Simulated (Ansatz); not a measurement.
What does this script print? It uses the Python package of Ansatz (0.2.0).

The script, `run_opt.py`:
```python
'''Minimum-energy structure of C2H5NOSn.'''

import ansatz as az
from ase import Atoms
import numpy as np


def main() -> None:
    atoms = Atoms(['C', 'C', 'O', 'Sn', 'N', 'H', 'H', 'H', 'H', 'H'], positions=[
        (-1.6895, 1.1185, 1.8938),
        (-0.6579, 0.6687, 1.6899),
        (0.5406, 0.1162, 1.4597),
        (1.0098, -0.8606, -0.234),
        (0.6624, 0.3946, -1.8443),
        (-2.6897, 1.611, 2.0482),
        (2.6109, -1.4582, -0.2245),
        (-0.1334, -2.2028, -0.3734),
        (0.7613, -0.1594, -2.6488),
        (-0.3314, 0.7209, -1.7638),
    ])
    system = az.Crystal.molecule_from_ase(atoms)

    calc = (
        system.calculation()
        .basis(gaussian='def2-SVP')
        .functional('pbe0')
    )
    symbols = [site.symbol for site in system.cartesian_sites]
    start = np.array([site.position_ang for site in system.cartesian_sites], dtype=float)
    def progress(event):
        if event['event'] == 'relax_step':
            row = event['data']
            print(f'step {row["step"]:3d}  E = {row["lagrangian_ev"]:.6f} eV  max force {row["allowed_force_max_ev_ang"]:.4f} eV/A')


    report = calc.relax(force_tolerance=0.02, max_steps=100).session().plan().execute(on_event=progress).report
    end = np.array(report['positions_ang'])

    print('reference energy %16.6f eV' % report['reference_energy_ev'])
    print('total energy     %16.6f eV' % report['free_energy_ev'])
    print('occupied (up, down):', report['n_occupied'], ' virtual:', report['n_virtual'], ' frozen:', report['n_frozen'])

    print('bond        before    after (A)')
    for i, j in [(0, 1), (0, 5), (1, 2), (2, 3), (3, 4), (3, 6), (3, 7), (4, 8), (4, 9)]:
        d0, d1 = (np.linalg.norm(xyz[i] - xyz[j]) for xyz in (start, end))
        print(f'{symbols[i]}{i}-{symbols[j]}{j}'.ljust(10), f'{d0:8.4f} {d1:8.4f}')


if __name__ == '__main__':
    main()
```

Running `python run_opt.py` prints:
```text
step   1  E = -11509.886093 eV  max force 10.1536 eV/A
step   2  E = -11510.502352 eV  max force 1.1566 eV/A
step   3  E = -11510.550931 eV  max force 0.3962 eV/A
step   4  E = -11510.557503 eV  max force 0.2217 eV/A
step   5  E = -11510.561726 eV  max force 0.2255 eV/A
step   6  E = -11510.562354 eV  max force 0.5911 eV/A
step   7  E = -11510.572898 eV  max force 0.2178 eV/A
step   8  E = -11510.584056 eV  max force 0.1481 eV/A
step   9  E = -11510.585664 eV  max force 0.3089 eV/A
step  10  E = -11510.560759 eV  max force 1.2066 eV/A
step  11  E = -11510.596587 eV  max force 0.0978 eV/A
step  12  E = -11510.598532 eV  max force 0.6158 eV/A
step  13  E = -11510.634778 eV  max force 0.5110 eV/A
step  14  E = -11510.624653 eV  max force 1.7495 eV/A
step  15  E = -11510.670969 eV  max force 0.3628 eV/A
step  16  E = -11510.691207 eV  max force 0.4175 eV/A
step  17  E = -11510.701247 eV  max force 0.1306 eV/A
step  18  E = -11510.703369 eV  max force 0.0548 eV/A
step  19  E = -11510.703971 eV  max force 0.0153 eV/A
step  20  E = -11510.704207 eV  max force 0.0497 eV/A
step  21  E = -11510.704338 eV  max force 0.0710 eV/A
step  22  E = -11510.704554 eV  max force 0.0520 eV/A
step  23  E = -11510.704736 eV  max force 0.0172 eV/A
step  24  E = -11510.704837 eV  max force 0.0212 eV/A
step  25  E = -11510.704869 eV  max force 0.0235 eV/A
step  26  E = -11510.704885 eV  max force 0.0162 eV/A
reference energy    -11510.704916 eV
total energy        -11510.704916 eV
occupied (up, down): [27, 27]  virtual: [80, 80]  frozen: 0
bond        before    after (A)
C0-C1        1.1437   1.2162
C0-H5        1.1255   1.0717
C1-O2        1.3396   1.2828
O2-Sn3       2.0107   2.0609
Sn3-N4       2.0711   2.0140
Sn3-H6       1.7090   1.6989
Sn3-H7       1.7686   1.7019
N4-H8        0.9818   1.0177
N4-H9        1.0491   1.0182
```

Total energies depend on the basis set; only differences at equal settings carry meaning. The end point is the stationary point reached from this start; no frequency run checks that it is a minimum, and the basis set is modest. def2 sets replace the cores of elements past krypton by effective core potentials. It ran for 2.9 min on 1 thread of Arm Neoverse V1 (shared host), peak memory 0.3 GiB.

(Lines on the test bed's own set-up are left out of the output.)
